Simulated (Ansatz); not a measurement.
# NaCl: a relaxation

Aim: a sound relaxation of NaCl. The structure is shown as the input types it.

The COD entry's cell or inner coordinates are ideal or old and differ from later refinements, so a difference from it is no clean test against experiment.

Computed with Ansatz 0.2.0 (DFT, LDA, PAW with Ansatz's default frozen-core files, scalar-relativistic; relaxation of cell and atoms, unless a step's input says otherwise).

## Step 1: The starting structure

It takes space group Fm-3m (No. 225, cubic). Conventional cell: a = 5.620 Å, b = 5.620 Å, c = 5.620 Å, α = 90.00°, β = 90.00°, γ = 90.00°. Na (site symmetry m-3m) is surrounded by 6 Cl at 2.81 Å. Around Cl (site symmetry m-3m) lie 6 Na at 2.81 Å.

The input asks for a charge of +6 e on the cell.

As a file:

```cif
data_structure
_symmetry_space_group_name_H-M 'P 1'
_symmetry_Int_Tables_number 1
_cell_length_a 3.9739
_cell_length_b 3.9739
_cell_length_c 3.9739
_cell_angle_alpha 60.000
_cell_angle_beta 60.000
_cell_angle_gamma 60.000
_cell_volume 44.38
loop_
_atom_site_label
_atom_site_type_symbol
_atom_site_fract_x
_atom_site_fract_y
_atom_site_fract_z
_atom_site_occupancy
Na1 Na 0.00000 0.00000 0.00000 1
Cl1 Cl 0.50000 0.50000 0.50000 1
```

## Step 2: The run

Contents of input.yaml:

```yaml
crystal:
  lattice:
    - [0.0, 2.81, 2.81]
    - [2.81, 0.0, 2.81]
    - [2.81, 2.81, 0.0]
  atoms:
    - { symbol: Na, position: [0.0, 0.0, 0.0] }
    - { symbol: Cl, position: [0.5, 0.5, 0.5] }
kpoints:
  mp_grid: { grid: [8, 8, 8] }
scf:
  occupations: { method: fixed }
  max_iter: 60
hamiltonian:
  xc: lda
  pseudopotentials: { kind: paw }
relax:
  f_tol: 0.002
  max_steps: 80
  cell: {}
output:
  forces: true
  stress: true
total_charge: 6
```

Run with:

```
ansatz run input.yaml --threads 1 --pin off --max-ram 2560MiB --backend cpu --events-out ev --progress --plain --runs-dir out
```

**Question.** How will this run end, and is anything wrong with its input?

The program finished normally, with warnings (metallic iterate). That alone doesn't make the input a sound one.

The suspect setting: total_charge is 6. With this charge the calculation describes a differently charged system.

Run again and compare: delete total_charge (the default then holds).
